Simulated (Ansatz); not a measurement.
# CH7NOSSi: vertical spin-state energies

Which spin state of CH7NOSSi lies lowest at this geometry? Wanted for CH7NOSSi: vertical spin-state energies. SMILES: CS[SiH](N)O.

All numbers are computed with the Python package of Ansatz 0.2.0. Level of theory: PBE+D3(BJ)/def2-SVPD.

## Step 1: The system

Bond lengths: C1–S2 1.745 Å, S2–Si3 2.084 Å, Si3–N4 1.726 Å, Si3–O5 1.644 Å, C1–H6 1.111 Å, C1–H7 1.115 Å, C1–H8 1.125 Å, Si3–H9 1.430 Å, N4–H10 1.026 Å, N4–H11 1.086 Å, O5–H12 0.998 Å. Angles (14 of 17 angles, heavy atoms first): C1–S2–Si3 101.9°, S2–Si3–N4 107.6°, S2–Si3–O5 110.6°, N4–Si3–O5 100.4°, S2–C1–H6 115.1°, S2–C1–H7 110.5°, S2–C1–H8 114.4°, S2–Si3–H9 116.7°, N4–Si3–H9 109.3°, O5–Si3–H9 110.9°, Si3–N4–H10 105.1°, Si3–N4–H11 102.7°, Si3–O5–H12 115.7°, H6–C1–H7 104.3°.

The script reads ch7nossi.xyz:

```xyz
12

C    -1.86850    1.04770   -0.40230
S    -1.26860   -0.52670    0.05350
Si    0.78420   -0.30240   -0.23080
N     1.56200   -1.66990    0.47870
O     1.37270    0.90130    0.72200
H    -1.66800    1.34280   -1.45440
H    -2.97940    1.08340   -0.31300
H    -1.48430    1.89330    0.23260
H     1.23400   -0.15130   -1.58020
H     1.28300   -2.46730   -0.10350
H     0.94520   -1.86880    1.35050
H     2.16460    0.66260    1.28080
```

## Step 2: The code

Input file run_spin.py:

```python
"""Gap between spin states of CH7NOSSi at one geometry."""

import warnings

import ansatz as az


def main() -> None:
    warnings.simplefilter("ignore", az.DeckWarning)

    geometry = az.Crystal.molecule_from_extxyz("ch7nossi.xyz")

    calculation = (
        geometry.calculation()
        .basis(gaussian="def2-SVPD")
        .functional("pbe", dispersion="d3bj")
    )
    found = {}
    for unpaired in [0, 2, 4]:
        rep = calculation.spin("collinear", total=unpaired).run(threads=1, backend="cpu").report
        s = unpaired / 2
        found[unpaired] = rep["free_energy_ev"]
        print(f"2S+1 = {unpaired + 1}: E = {found[unpaired]:.5f} eV, <S^2> = {abs(rep['mean_field']['state']['spin_squared']):.3f} (pure state {s * (s + 1):.2f})")
    lowest = min(found, key=found.get)
    for unpaired, e in found.items():
        print(f"multiplicity {unpaired + 1}: {23.060548 * (e - found[lowest]):.1f} kcal/mol above the lowest")


if __name__ == "__main__":
    main()
```

## Step 3: The calls as engine input

The package turns the script's settings into the engine's input (first run):

```yaml
crystal:
  periodic: [false, false, false]
  atoms:
    - { symbol: C, position_ang: [-1.8685, 1.0477, -0.4023] }
    - { symbol: S, position_ang: [-1.2686, -0.5267, 0.0535] }
    - { symbol: Si, position_ang: [0.7842, -0.3024, -0.2308] }
    - { symbol: "N", position_ang: [1.562, -1.6699, 0.4787] }
    - { symbol: O, position_ang: [1.3727, 0.9013, 0.722] }
    - { symbol: H, position_ang: [-1.668, 1.3428, -1.4544] }
    - { symbol: H, position_ang: [-2.9794, 1.0834, -0.313] }
    - { symbol: H, position_ang: [-1.4843, 1.8933, 0.2326] }
    - { symbol: H, position_ang: [1.234, -0.1513, -1.5802] }
    - { symbol: H, position_ang: [1.283, -2.4673, -0.1035] }
    - { symbol: H, position_ang: [0.9452, -1.8688, 1.3505] }
    - { symbol: H, position_ang: [2.1646, 0.6626, 1.2808] }
basis:
  gaussian:
    orbitals: def2-SVPD
hamiltonian:
  xc: pbe
  dispersion: d3bj
magnetization:
  spin_polarized: true
  initial_magnetization: 0.0
```

## Step 4: Launch

Started as:

```
python run_spin.py
```

**Question.** Which spin state is lowest at this geometry, and how far above lie the others?

The runs gave:

| quantity | value |
| --- | --- |
| runs compared | 3 |
| lowest | run 1 (2S+1 = 1) |
| next above it by | 5.008 eV |

In words: In order: multiplicity 1 (+0.00 eV), multiplicity 3 (+5.01 eV) and multiplicity 5 (+11.36 eV), all at the one geometry. The geometry is a force-field or estimated start, not a minimum of this method, and the basis set is short of its limit. All parts are taken at fixed geometry, without zero-point energy.
